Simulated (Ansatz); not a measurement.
# Cd5Se: the cost of one run

Program: Ansatz 0.2.0. Level of theory: DFT PBE, scalar-relativistic, plane waves, PAW. These are calculated values, not measurements.

### 1 Starting point

Symmetry: F-43m, No. 216, cubic system. The conventional cell has a = 8.221 Å, b = 8.221 Å, c = 8.221 Å, α = 90.00°, β = 90.00°, γ = 90.00°. Around Cd (site symmetry -43m) lie 12 Cd at 3.41 Å and 4 Se at 3.56 Å. Cd (site symmetry 3m) is surrounded by 9 Cd at 2.88 to 3.41 Å and 3 Se at 3.41 Å. Se (site symmetry -43m) has 16 Cd at 3.41 to 3.56 Å as nearest neighbours.

Coordinates:

```xyz
6
Lattice="0.0000 4.1103 4.1103 4.1103 0.0000 4.1103 4.1103 4.1103 0.0000" Properties=species:S:1:pos:R:3 pbc="T T T"
Cd    2.0551    2.0551    2.0551
Cd    5.1288    3.0918    3.0918
Cd    5.1288    5.1288    5.1288
Cd    3.0918    3.0918    5.1288
Cd    3.0918    5.1288    3.0918
Se    0.0000    0.0000    0.0000
```

A structure generator made this guess: species swapped into a database cell of DyCu5 (F-43m, No. 216), with Se on the Dy sites and Cd on the Cu sites. The dimensions are guesses.

### 2 A first look at the guess

input.yaml

```yaml
crystal:
  lattice:
    - [0.0, 4.11027904, 4.11027904]
    - [4.11027904, 0.0, 4.11027904]
    - [4.11027904, 4.11027904, 0.0]
  atoms:
    - { symbol: Cd, position: [0.25, 0.25, 0.25] }
    - { symbol: Cd, position: [0.12830949, 0.62389684, 0.62389684] }
    - { symbol: Cd, position: [0.62389684, 0.62389684, 0.62389684] }
    - { symbol: Cd, position: [0.62389684, 0.62389684, 0.12830949] }
    - { symbol: Cd, position: [0.62389684, 0.12830949, 0.62389684] }
    - { symbol: Se, position: [0.0, 0.0, 0.0] }
basis:
  ecutwfc: 420
kpoints:
  mp_grid: { grid: [4, 4, 4] }
hamiltonian:
  xc: pbe
scf:
  occupations: { method: gaussian, width: 0.1 }
  lower_state_search: "off"
output:
  forces: true
  stress: true
  eigenvalues: true
```

On the command line:

```bash
> ansatz run input.yaml --threads 1 --pin off --max-ram 2560MiB --backend cpu --events-out ev --progress --plain --runs-dir out
```

**Question.** How long does this run take on 1 thread of Intel Xeon at 2.70GHz, shared host, and how much memory does it need?

About 6.7 s, with a peak of 0.4 GiB.
